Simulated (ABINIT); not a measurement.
Crystal: Ge3Cl.

```
Ge Cl
1.0
     0.00000    3.77611    3.77611
     3.77611    0.00000    3.77611
     3.77611    3.77611    0.00000
Ge Cl
3 1
Direct
  0.50000 0.50000 0.50000
  0.25000 0.25000 0.25000
  0.75000 0.75000 0.75000
  0.00000 0.00000 0.00000
```

The cell was built by a generator and needn't be a form met in nature.

Base run:

* Program: ABINIT 10.8.3 (patched build)
* Functional: PBEsol
* Potentials or basis: PseudoDojo NC SR PBEsol v0.4.1 standard
* Cutoff: 952 eV
* k mesh: 4 × 4 × 4, with 4 shifts
* Occupations: fermi-dirac, width 0.05 eV
* Spin: no spin polarisation

Its results: pressure -11.8 GPa.

Task: The run is repeated on the same cell with these changes: k mesh from 4 × 4 × 4, with 4 shifts to 4 × 4 × 4. What comes out?

Result: Pressure -11.3 GPa.

Caveats: some runs use coarse meshes; an odd number of electrons without spin polarisation forces a metal (some runs); a magnetic or distorted state may lie lower (some runs).

Not every run made on this cell is shown here.
